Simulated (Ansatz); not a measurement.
# P on Mo(100): a nudged elastic band in two tries

The task is a band of images between two relaxed ends. The slab cell is 2×2, 4 layers thick, and the adsorbate is set down on it by hand.

All numbers below are computed with Ansatz 0.2.0 (DFT PBE, plane waves, PAW, scalar-relativistic, no spin polarisation).

### Step 1. The starting structure

The cell holds 17 atoms (Mo16P): a = 6.300 Å, b = 6.300 Å, c = 15.725 Å, α = 90.00°, β = 90.00°, γ = 90.00°.

As a file:

```cif
data_structure
_symmetry_space_group_name_H-M 'P 1'
_symmetry_Int_Tables_number 1
_cell_length_a 6.3000
_cell_length_b 6.3000
_cell_length_c 15.7250
_cell_angle_alpha 90.000
_cell_angle_beta 90.000
_cell_angle_gamma 90.000
_cell_volume 624.13
loop_
_atom_site_label
_atom_site_type_symbol
_atom_site_fract_x
_atom_site_fract_y
_atom_site_fract_z
_atom_site_occupancy
Mo1 Mo 0.25000 0.25000 0.06359 1
Mo2 Mo 0.75000 0.25000 0.06359 1
Mo3 Mo 0.25000 0.75000 0.06359 1
Mo4 Mo 0.75000 0.75000 0.06359 1
Mo5 Mo 0.00120 0.00137 0.15012 1
Mo6 Mo 0.49875 0.00134 0.15011 1
Mo7 Mo 0.00127 0.49882 0.15015 1
Mo8 Mo 0.49867 0.49884 0.15014 1
Mo9 Mo 0.24994 0.25020 0.25866 1
Mo10 Mo 0.74994 0.25017 0.25896 1
Mo11 Mo 0.24995 0.75020 0.25897 1
Mo12 Mo 0.74996 0.75013 0.25483 1
Mo13 Mo 0.99878 0.99920 0.34738 1
Mo14 Mo 0.50104 0.99919 0.34737 1
Mo15 Mo 0.99884 0.50139 0.34742 1
Mo16 Mo 0.50099 0.50141 0.34741 1
P1 P 0.74990 0.75033 0.41810 1
```

### Step 2. The run

Contents of input.yaml:

```yaml
crystal:
  lattice:
    - [6.3, 0.0, 0.0]
    - [0.0, 6.3, 0.0]
    - [0.0, 0.0, 15.725]
  atoms:
    - { symbol: Mo, position: [0.25, 0.25, 0.063593] }
    - { symbol: Mo, position: [0.75, 0.25, 0.063593] }
    - { symbol: Mo, position: [0.25, 0.75, 0.063593] }
    - { symbol: Mo, position: [0.75, 0.75, 0.063593] }
    - { symbol: Mo, position: [0.00120177, 0.00136687, 0.1501163] }
    - { symbol: Mo, position: [0.49874916, 0.00134116, 0.15010722] }
    - { symbol: Mo, position: [0.00127385, 0.49881817, 0.15014885] }
    - { symbol: Mo, position: [0.49867134, 0.49883827, 0.15013886] }
    - { symbol: Mo, position: [0.24994229, 0.250199, 0.2586597] }
    - { symbol: Mo, position: [0.74994258, 0.25016827, 0.25896476] }
    - { symbol: Mo, position: [0.24995001, 0.75019845, 0.25896535] }
    - { symbol: Mo, position: [0.7499626, 0.75012941, 0.25482763] }
    - { symbol: Mo, position: [-0.0012209, -0.00080068, 0.34738342] }
    - { symbol: Mo, position: [0.50104472, -0.00081278, 0.34737393] }
    - { symbol: Mo, position: [-0.00115795, 0.50138747, 0.34741711] }
    - { symbol: Mo, position: [0.50099108, 0.50140867, 0.34740667] }
    - { symbol: P, position: [0.74990303, 0.75033394, 0.41810138] }
basis:
  ecutwfc: 420.0
kpoints:
  mp_grid: { grid: [3, 3, 1] }
hamiltonian:
  xc: pbe
scf:
  occupations: { method: gaussian, width: 0.15 }
  lower_state_search: "off"
  max_iter: 53
neb:
  images: 5
  f_tol: 0.05
  initial_path: idpp
  max_iterations: 8
  optimiser: lbfgs
  constraints: [{ sites: [0, 1, 2, 3] }]
  final_atoms:
    - { symbol: P, position: [0.74990303, 1.25033394, 0.41810138] }
    - { symbol: Mo, position: [0.50104472, 0.49918722, 0.34737393] }
    - { symbol: Mo, position: [-0.0012209, 0.49919932, 0.34738342] }
    - { symbol: Mo, position: [0.50099108, 0.00140867, 0.34740667] }
    - { symbol: Mo, position: [-0.00115795, 0.00138747, 0.34741711] }
    - { symbol: Mo, position: [0.74994258, 0.75016827, 0.25896476] }
    - { symbol: Mo, position: [0.24994229, 0.750199, 0.2586597] }
    - { symbol: Mo, position: [0.7499626, 0.25012941, 0.25482763] }
    - { symbol: Mo, position: [0.24995001, 0.25019845, 0.25896535] }
    - { symbol: Mo, position: [0.49874916, 0.50134116, 0.15010722] }
    - { symbol: Mo, position: [0.00120177, 0.50136687, 0.1501163] }
    - { symbol: Mo, position: [0.49867134, -0.00116173, 0.15013886] }
    - { symbol: Mo, position: [0.00127385, -0.00118183, 0.15014885] }
    - { symbol: Mo, position: [0.75, 0.75, 0.063593] }
    - { symbol: Mo, position: [0.25, 0.75, 0.063593] }
    - { symbol: Mo, position: [0.75, 0.25, 0.063593] }
    - { symbol: Mo, position: [0.25, 0.25, 0.063593] }
  order_check: true
```

Run with:

```bash
> ansatz run input.yaml --threads 4 --pin off --max-ram 10240MiB --backend cpu --events-out ev --progress --plain --runs-dir out
```

Before running it: what results should come out? Wanted: first try.

The runs gave:

| quantity | value |
| --- | --- |
| first try | refused |
| cause | the second end lists its atoms in reverse order, and the band pairs atoms by their place in the list |

What this shows: The fault in the first input was caught at the input check and cost nothing.
